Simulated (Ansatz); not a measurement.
# C₄H₁₅GeN₃O: up Jacob's ladder to CCSD(T)

Aim: compute C₄H₁₅GeN₃O with functionals from several rungs and with coupled cluster. The yardstick is the atomisation energy at the CCSD(T) limit.

Computed with Ansatz 0.2.0, Gaussian basis. Level: functionals in def2-TZVPP, the program's frozen cores in correlated methods.

Plan: LDA (SPW92), PBE-D4, revPBE-D4, BLYP-D4, r2SCAN-D4, B97M-V, PBE0-D4, B3LYP-D4, r2SCANh-D4, r2SCAN0-D4, HSE06-D4, BHLYP-D4, CAM-B3LYP-D4, LC-ωPBE, ωB97X-V, ωB97M-V, B2PLYP, PBE-QIDH; CCSD(T)/def2-SVP; CCSD(T)/def2-TZVPP; MP2/def2-QZVPP; extrapolation to the limit.

## 1. Structure used throughout

An earlier PBE0-D4 in a triple-zeta def2 set relaxation fixed the geometry.

SMILES `C[NH][Ge]([NH]C)([NH]C)[O]C`, 24 atoms, charge 0, spin multiplicity 1.

Atoms are counted from 1 here; the program's logs count them from 0.

Bond lengths: C1–N2 1.449 Å, C1–H10 1.093 Å, C1–H11 1.099 Å, C1–H12 1.094 Å, N2–Ge3 1.825 Å, N2–H13 1.009 Å, Ge3–N4 1.812 Å, Ge3–N6 1.817 Å, Ge3–O8 1.780 Å, N4–C5 1.448 Å, N4–H14 1.008 Å, C5–H15 1.098 Å, C5–H16 1.095 Å, C5–H17 1.092 Å, N6–C7 1.447 Å, N6–H18 1.009 Å, C7–H19 1.094 Å, C7–H20 1.093 Å and more. Angles: N2–C1–H10 109.4°, N2–C1–H11 114.2°, N2–C1–H12 110.7°, H10–C1–H11 107.3°, H10–C1–H12 107.1°, H11–C1–H12 107.8°, C1–N2–Ge3 120.4°, C1–N2–H13 113.1°, Ge3–N2–H13 114.1°, N2–Ge3–N4 103.4°, N2–Ge3–N6 121.7°, N2–Ge3–O8 106.3°, N4–Ge3–N6 107.8°, N4–Ge3–O8 118.3°, N6–Ge3–O8 100.3°, Ge3–N4–C5 122.1°, Ge3–N4–H14 115.0°, C5–N4–H14 113.8° and more.

## 2. LDA

This LDA is Slater exchange with PW92 correlation.

in.yaml

```yaml
crystal:
  periodic: [false, false, false]
  atoms:
    - {symbol: C, position_ang: [0.777977, -1.082409, -2.467130]}
    - {symbol: N, position_ang: [1.140298, -0.792335, -1.094478]}
    - {symbol: Ge, position_ang: [-0.026416, 0.082157, 0.003333]}
    - {symbol: N, position_ang: [0.895241, 0.241673, 1.555409]}
    - {symbol: C, position_ang: [0.302611, 0.809874, 2.748441]}
    - {symbol: N, position_ang: [-1.662745, -0.602556, 0.398026]}
    - {symbol: C, position_ang: [-1.808205, -1.994312, 0.767828]}
    - {symbol: O, position_ang: [-0.501613, 1.568791, -0.853126]}
    - {symbol: C, position_ang: [0.492164, 2.506125, -1.184883]}
    - {symbol: H, position_ang: [0.252623, -0.223914, -2.892140]}
    - {symbol: H, position_ang: [0.124101, -1.957443, -2.585787]}
    - {symbol: H, position_ang: [1.672112, -1.247261, -3.076442]}
    - {symbol: H, position_ang: [1.637783, -1.548374, -0.648424]}
    - {symbol: H, position_ang: [1.876097, 0.448941, 1.449424]}
    - {symbol: H, position_ang: [0.392829, 1.902186, 2.810133]}
    - {symbol: H, position_ang: [0.755100, 0.382420, 3.649110]}
    - {symbol: H, position_ang: [-0.761747, 0.567526, 2.768768]}
    - {symbol: H, position_ang: [-2.395816, -0.263498, -0.206105]}
    - {symbol: H, position_ang: [-2.765047, -2.159312, 1.272206]}
    - {symbol: H, position_ang: [-1.023957, -2.266463, 1.479169]}
    - {symbol: H, position_ang: [-1.747024, -2.698436, -0.074174]}
    - {symbol: H, position_ang: [1.296022, 2.064238, -1.787218]}
    - {symbol: H, position_ang: [0.946059, 2.956196, -0.292036]}
    - {symbol: H, position_ang: [0.026455, 3.305787, -1.766506]}
basis:
  gaussian: {orbitals: def2-TZVPP}
hamiltonian: {xc: lda}
output: {orbitals: {seedname: orbitals}}
```

After this run come: PBE-D4 (GGA); revPBE-D4 (GGA); BLYP-D4 (GGA); r2SCAN-D4 (meta-GGA); B97M-V (meta-GGA); PBE0-D4 (hybrid); B3LYP-D4 (hybrid); r2SCANh-D4 (hybrid); r2SCAN0-D4 (hybrid); HSE06-D4 (hybrid); BHLYP-D4 (hybrid); CAM-B3LYP-D4 (range-separated); LC-ωPBE (range-separated); ωB97X-V (range-separated); ωB97M-V (range-separated); B2PLYP (double hybrid); PBE-QIDH (double hybrid); CCSD(T) in def2-SVP; CCSD(T) in def2-TZVPP; MP2 in def2-QZVPP.

Before running them: what should the planned runs give, taken together? Wanted: atomisation energy, CCSD(T)/CBS; farthest beyond LDA; mean size of error, GGA; mean size of error, meta-GGA; mean size of error, hybrid; mean size of error, range-separated; mean size of error, double hybrid; gap, smallest and largest; T1 diagnostic.

As calculated:

```
                               quantity                                                                                                                              value
        atomisation energy, CCSD(T)/CBS                                                                                                                      8891.6 kJ/mol
 functionals within 88.9 kJ/mol (1.0 %)  revPBE-D4, BLYP-D4, r2SCAN-D4, B97M-V, PBE0-D4, B3LYP-D4, r2SCANh-D4, HSE06-D4, CAM-B3LYP-D4, LC-ωPBE, ωB97X-V, ωB97M-V, PBE-QIDH
                    farthest beyond LDA                                                                                                           BHLYP-D4 (-261.8 kJ/mol)
                mean size of error, GGA                                                                                                                        75.0 kJ/mol
           mean size of error, meta-GGA                                                                                                                        27.5 kJ/mol
             mean size of error, hybrid                                                                                                                        87.7 kJ/mol
    mean size of error, range-separated                                                                                                                        32.9 kJ/mol
      mean size of error, double hybrid                                                                                                                        94.0 kJ/mol
              gap, smallest and largest                                                                                          4.63 eV (LDA (SPW92)), 11.86 eV (LC-ωPBE)
                          T1 diagnostic                                                                                                                             0.0108
triples share of the correlation energy                                                                                                                              3.8 %
```

In words: LDA overbinds by 1312.6 kJ/mol (15 %). PBE-D4 is off by +168.3 kJ/mol. Double hybrids carry the basis error of their MP2 part in triple zeta, and no dispersion term here, so their miss is partly the set-up's. The rungs meta-GGA, range-separated, GGA, hybrid miss on average by less than the doubt on the reference (88.9 kJ/mol), so they tie. The reference freezes the cores and leaves out relativity and excitations past (T), and its outer-core shells are covered unevenly, so misses under about 88.9 kJ/mol can't be ranked. Hartree-Fock recovers 70 % of the binding; the rest is correlation. CCSD(T) in def2-SVP is off by -515.4 kJ/mol, more than most functionals: a good method in a small basis is no reference. Orbital gaps span 4.6 to 11.9 eV; exact exchange widens them. Correlated methods include outer-core shells of Ge, which these sets cover unevenly.
